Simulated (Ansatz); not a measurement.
# C3H9Si: the cost of one run

Program: Ansatz 0.2.0. Level of theory: UHF/def2-SVP. These are calculated values, not measurements.

## (1) The system as given

Bond lengths: C2–C3 1.484 Å, C2–C4 1.484 Å, C3–C4 1.504 Å, C2–H6 1.076 Å, C3–H7 1.082 Å, C3–H8 1.080 Å, C4–H9 1.082 Å, C4–H10 1.080 Å, Si5–H11 1.453 Å, Si5–H12 1.454 Å, Si5–H13 1.454 Å. Angles (14 of 18 angles, heavy atoms first): C2–C3–C4 59.6°, C3–C2–C4 60.9°, C2–C4–C3 59.6°, C2–C3–H7 118.8°, C2–C3–H8 118.6°, C4–C3–H7 118.6°, C4–C3–H8 118.1°, C3–C2–H6 122.0°, C4–C2–H6 122.0°, C2–C4–H9 118.9°, C2–C4–H10 118.5°, C3–C4–H9 118.7°, C3–C4–H10 117.9°, H7–C3–H8 113.3°.

Structure file:

```xyz
13

H    -0.2436    0.7274   -0.2291
C    -0.4162   -0.0714    0.8964
C     0.7297   -0.9380    1.2686
C    -0.5087   -1.5333    0.6580
Si    0.0786    1.7102   -1.7930
H    -1.0191    0.4252    1.6368
H     0.9277   -1.1173    2.3171
H     1.6250   -0.8994    0.6659
H    -1.1633   -2.1253    1.2834
H    -0.4480   -1.8942   -0.3582
H    -0.6957    2.9327   -1.6629
H     1.5149    1.9367   -1.8148
H    -0.3813    0.8468   -2.8681
```

## (2) A restrained relaxation towards end A

Springs on the bonds that form and break draw the guess towards this end; the thresholds are loose.

input.yaml

```yaml
crystal:
  periodic: [false, false, false]
  atoms:
    - { symbol: H, position_ang: [-0.2436, 0.7274, -0.2291] }
    - { symbol: C, position_ang: [-0.4162, -0.0714, 0.8964] }
    - { symbol: C, position_ang: [0.7297, -0.938, 1.2686] }
    - { symbol: C, position_ang: [-0.5087, -1.5333, 0.658] }
    - { symbol: Si, position_ang: [0.0786, 1.7102, -1.793] }
    - { symbol: H, position_ang: [-1.0191, 0.4252, 1.6368] }
    - { symbol: H, position_ang: [0.9277, -1.1173, 2.3171] }
    - { symbol: H, position_ang: [1.625, -0.8994, 0.6659] }
    - { symbol: H, position_ang: [-1.1633, -2.1253, 1.2834] }
    - { symbol: H, position_ang: [-0.448, -1.8942, -0.3582] }
    - { symbol: H, position_ang: [-0.6957, 2.9327, -1.6629] }
    - { symbol: H, position_ang: [1.5149, 1.9367, -1.8148] }
    - { symbol: H, position_ang: [-0.3813, 0.8468, -2.8681] }
magnetization:
  spin_polarized: true
  initial_magnetization: 1
basis:
  gaussian: { orbitals: def2-SVP }
hamiltonian:
  xc: hf
relax:
  f_tol: 0.15
  max_steps: 25
  restrain:
    - { distance: [0, 4], at: 2.72, k: 30.0 }
    - { distance: [1, 0], at: 1.07, k: 30.0 }
```

On the command line:

```bash
ansatz run input.yaml --threads 2 --pin off --max-ram 3072MiB --backend cpu --events-out ev --progress --plain --runs-dir out
```

What time and memory should one allow on 2 threads of AMD EPYC 7R43 (Zen 3), shared host?

About 11 s, with a peak of 0.26 GiB.
